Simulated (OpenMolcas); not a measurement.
# A workflow on O

We compute a series of 9 runs (ROHF/cc-pVDZ, CASSCF(6,4)/cc-pVDZ, CASPT2(6,4)/cc-pVDZ, CASPT2[IPEA 0](6,4)/cc-pVDZ, SC-NEVPT2(6,4)/cc-pVDZ, PC-NEVPT2(6,4)/cc-pVDZ, MC-PDFT[tPBE](6,4)/cc-pVDZ, MC-PDFT[ftPBE](6,4)/cc-pVDZ, and more) of O. 

The calculation is run with OpenMolcas 26.06.

70 further runs of the same task are left out: 70 set aside as unsound or not needed.

**1. A single-point energy at ROHF/cc-pVDZ (run 1)**

File step1.inp:

```
&gateway
baslib = $CurrDir
basisset
O.cc-pVDZ....
O1 0.000000 0.000000 0.000000 angstrom
End of Basis
&seward
&scf
uhf
spin = 3
prorbitals = 1 1
&rasscf
fileorb = $Project.UnaOrb
spin = 3
nactel = 2 0 0
inactive = 3
ras2 = 2
outorbitals = Canonical
orblisting = Nothing
```

The basis set cc-pVDZ is read from a file made from the Basis Set Exchange's data (not shown).

Command:

```bash
$ export MOLCAS_MEM=1860
$ pymolcas step1.inp > step1.log
```

The log of the run:

```text
--- Start Module: gateway ---
[...]
--- Stop Module: gateway /rc=_RC_ALL_IS_WELL_ ---
[...]
      Basis functions           14
[...]
--- Start Module: scf ---
[...]
       Convergence after  20 Iterations
[...]
::    Total SCF energy                                -74.7921660583
[...]
      Total spin, S                                     1.0014548892
[...]
--- Stop Module: scf /rc=_RC_ALL_IS_WELL_ ---
--- Start Module: rasscf ---
[...]
      Number of active orbitals                  2
[...]
      Spin quantum number                      1.0
[...]
      Active orbitals                            2
[...]
      Number of CSFs                             1
[...]
      Number of root(s) required                 1
[...]
      Convergence after  7 iterations
[...]
      printout of CI-coefficients larger than  0.05 for root  1
      energy=     -74.787513
      conf/sym  11     Coeff  Weight
             1  uu   1.00000 1.00000
      Natural orbitals and occupation numbers for root  1
      sym 1:   1.000000   1.000000
      ************************************************************************************************************************
      *                                                    Final results                                                     *
[...]
::    RASSCF root number  1 Total energy:    -74.78751307
[...]
      Total electronic charge=    8.000000
      Total            charge=   -0.000000
[...]
      Dipole Moment (debye):
      Origin of the operator (angstrom)=    0.0000    0.0000    0.0000
                   X= -2.1110E-16               Y=  7.3574E-17               Z=  3.0530E-16           Total=  3.7840E-16
      Quadrupole Moment (debye*angstrom):
[...]
--- Stop Module: rasscf /rc=_RC_ALL_IS_WELL_ ---
[...]
```

It took 1.7 s on 1 thread of Intel Xeon 6975P-C (Granite Rapids), shared host; peak memory 0.37 GiB.

**2. The O atom: the energy at CASSCF(6,4)/cc-pVDZ (run 2)**

File step2.input:

```
* O CASSCF
>>> EXPORT MOLCAS_PRINT=2

&GATEWAY
  BasLib
  $CurrDir
  BasisSet
  O.cc-pVDZ....
  O1 0.000000 0.000000 0.000000 angstrom
  End of Basis

&SEWARD

&RASSCF
  FileOrb
  $CurrDir/step1.RasOrb
  Spin
  3
  Nactel
  6 0 0
  Inactive
  1
  Ras2
  4
  OrbListing
  Nothing
  OrbAppear
  Compact
```

The basis set cc-pVDZ is read from a file made from the Basis Set Exchange's data (not shown).

Command:

```bash
$ export MOLCAS_MEM=1860
$ pymolcas step2.input > step2.log
```

The log of the run:

```text
--- Start Module: gateway ---
[...]
--- Stop Module: gateway /rc=_RC_ALL_IS_WELL_ ---
--- Start Module: seward ---
[...]
      Basis functions           14
--- Stop Module: seward /rc=_RC_ALL_IS_WELL_ ---
--- Start Module: rasscf ---
[...]
      Number of active orbitals                  4
[...]
      Spin quantum number                      1.0
[...]
      Active orbitals                            4
[...]
      Number of CSFs                             6
[...]
      Number of root(s) required                 1
[...]
 ###    WARNING: Problems in orbital optimization.                           ###
 ###############################################################################
  Warning: In symmetry  1, orbital p=   2 has diagonal density matrix element D(p,p) close to two. (2 - D(p,p))=  0.000000E+00
[...]
 ###    WARNING: Problems in orbital optimization.                           ###
 ###############################################################################
  Warning: In symmetry  1, orbital p=   2 has diagonal density matrix element D(p,p) close to two. (2 - D(p,p))= -1.776357E-15
[...]
 ###    WARNING: Problems in orbital optimization.                           ###
 ###############################################################################
  Warning: In symmetry  1, orbital p=   2 has diagonal density matrix element D(p,p) close to two. (2 - D(p,p))=  0.000000E+00
[...]
      Convergence after  4 iterations
[...]
      printout of CI-coefficients larger than  0.05 for root  1
      energy=     -74.787513
      conf/sym  1111     Coeff  Weight
             1  22uu   1.00000 1.00000
      Natural orbitals and occupation numbers for root  1
      sym 1:   2.000000   2.000000   1.000000   1.000000
      ************************************************************************************************************************
      *                                                    Final results                                                     *
[...]
::    RASSCF root number  1 Total energy:    -74.78751307
[...]
      Total electronic charge=    8.000000
      Total            charge=   -0.000000
[...]
      Dipole Moment (debye):
      Origin of the operator (angstrom)=    0.0000    0.0000    0.0000
                   X= -1.0750E-15               Y= -3.0123E-16               Z= -4.3538E-17           Total=  1.1172E-15
      Quadrupole Moment (debye*angstrom):
[...]
--- Stop Module: rasscf /rc=_RC_ALL_IS_WELL_ ---
[...]
```

Run time: 1.1 s. Hardware: 1 thread of Intel Xeon 6975P-C (Granite Rapids), shared host; peak memory 0.37 GiB.

Runs 3 to 8 aren't shown in full; the table further down has their settings and results.

**3. The O atom: the energy at MRCI(6,4)/cc-pVDZ (run 9)**

File step9.input:

```
&GATEWAY
  BasLib = $CurrDir
  BasisSet
  O.cc-pVDZ....
  O1 0.000000 0.000000 0.000000 angstrom
  End of Basis

&SEWARD

&RASSCF
  FileOrb = $CurrDir/step2.RasOrb
  Spin = 3
  Nactel = 6 0 0
  Inactive = 1
  Ras2 = 4
  OrbListing = Nothing
  OrbAppear = Compact

&MOTRA
  LumOrb
  Frozen = 1

&GUGA
  Electrons = 6
  Spin = 3
  Inactive = 0
  Active = 4
  CIAll = 1

&MRCI
  SDCI
```

The basis set cc-pVDZ is read from a file made from the Basis Set Exchange's data (not shown).

Run the same way, it converges to -74.90738 Eh (log not shown).

**4. All runs side by side**

```tsv
run	level	active rule	inactive	energy (Eh)	dipole moment (D) of the reference	wall time
1	ROHF/cc-pVDZ	–	–	-74.787513	0.00	1.7 s
2	CASSCF(6,4)/cc-pVDZ	full valence	1	-74.787513	0.00	1.1 s
3	CASPT2(6,4)/cc-pVDZ	full valence	1	-74.897766	0.00	1.3 s
4	CASPT2[IPEA 0](6,4)/cc-pVDZ	full valence	1	-74.901541	0.00	1.2 s
5	SC-NEVPT2(6,4)/cc-pVDZ	full valence	1	-74.885604	0.00	1.1 s
6	PC-NEVPT2(6,4)/cc-pVDZ	full valence	1	-74.885790	0.00	1.2 s
7	MC-PDFT[tPBE](6,4)/cc-pVDZ	full valence	1	-74.970751	0.00	1.2 s
8	MC-PDFT[ftPBE](6,4)/cc-pVDZ	full valence	1	-74.994677	0.00	1.3 s
9	MRCI(6,4)/cc-pVDZ	full valence	1	-74.907381	0.00	1.3 s
```

**5. Results**

| quantity | value |
| --- | --- |
| O atom, run 9: total energy | -74.90738 Eh |
| O atom, run 9: dipole moment (CASSCF density) | 0.00 D |

In words: Below the ROHF energy at the same shape and in the same basis (cc-pVDZ): CASSCF(6,4) +0.0 mEh; CASPT2(6,4) -110.3 mEh; CASPT2[IPEA 0](6,4) -114.0 mEh; SC-NEVPT2(6,4) -98.1 mEh; PC-NEVPT2(6,4) -98.3 mEh; MRCI(6,4) -119.9 mEh. Active-space methods hold only the correlation inside their space unless a perturbation or CI step follows. All runs together took 11 s, the longest 1.7 s.
